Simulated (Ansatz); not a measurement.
# C2H6BFSi: the cost of one run

Method: RKS r2SCANh/cc-pVDZ, in Ansatz 0.2.0.

**1. The structure to begin with**

Bond lengths: B1–C2 1.509 Å, C2–C3 1.337 Å, C2–Si4 1.846 Å, Si4–F5 1.754 Å, B1–H6 1.238 Å, B1–H7 1.195 Å, C3–H8 1.108 Å, C3–H9 1.051 Å, Si4–H10 1.414 Å, Si4–H11 1.488 Å. Angles (14 of 15 angles, heavy atoms first): B1–C2–C3 120.6°, B1–C2–Si4 119.3°, C3–C2–Si4 120.1°, C2–Si4–F5 106.2°, C2–B1–H6 122.5°, C2–B1–H7 123.3°, C2–C3–H8 120.3°, C2–C3–H9 120.6°, C2–Si4–H10 113.4°, C2–Si4–H11 110.3°, F5–Si4–H10 108.6°, F5–Si4–H11 106.2°, H6–B1–H7 114.2°, H8–C3–H9 118.6°.

Structure file:

```xyz
11

B    -0.6994    1.4702   -0.0551
C     0.0327    0.1699   -0.2773
C     0.5146   -0.1417   -1.4851
Si    0.2506   -0.9980    1.1360
F    -1.1408   -2.0657    1.1079
H    -0.8764    2.2967   -0.9594
H    -1.1906    1.7761    0.9901
H     1.1088   -1.0660   -1.6283
H     0.4582    0.5469   -2.2769
H     1.4226   -1.7825    1.0404
H     0.1851   -0.2628    2.4283
```

**2. Relaxing end A**

Input file input.yaml:

```yaml
crystal:
  periodic: [false, false, false]
  atoms:
    - { symbol: B, position_ang: [-0.6994, 1.4702, -0.0551] }
    - { symbol: C, position_ang: [0.0327, 0.1699, -0.2773] }
    - { symbol: C, position_ang: [0.5146, -0.1417, -1.4851] }
    - { symbol: Si, position_ang: [0.2506, -0.998, 1.136] }
    - { symbol: F, position_ang: [-1.1408, -2.0657, 1.1079] }
    - { symbol: H, position_ang: [-0.8764, 2.2967, -0.9594] }
    - { symbol: H, position_ang: [-1.1906, 1.7761, 0.9901] }
    - { symbol: H, position_ang: [1.1088, -1.066, -1.6283] }
    - { symbol: H, position_ang: [0.4582, 0.5469, -2.2769] }
    - { symbol: H, position_ang: [1.4226, -1.7825, 1.0404] }
    - { symbol: H, position_ang: [0.1851, -0.2628, 2.4283] }
basis:
  gaussian: { orbitals: cc-pVDZ }
hamiltonian:
  xc: r2scanh
relax:
  f_tol: 0.015
  max_steps: 40
output:
  orbitals: {}
```

Started as:

```
$ ansatz run input.yaml --threads 2 --pin off --max-ram 3072MiB --backend cpu --events-out ev --progress --plain --runs-dir out
```

What time and memory should one allow on 2 threads of Intel Xeon 6975P-C (Granite Rapids), shared host?

About 33 s, with a peak of 0.27 GiB.
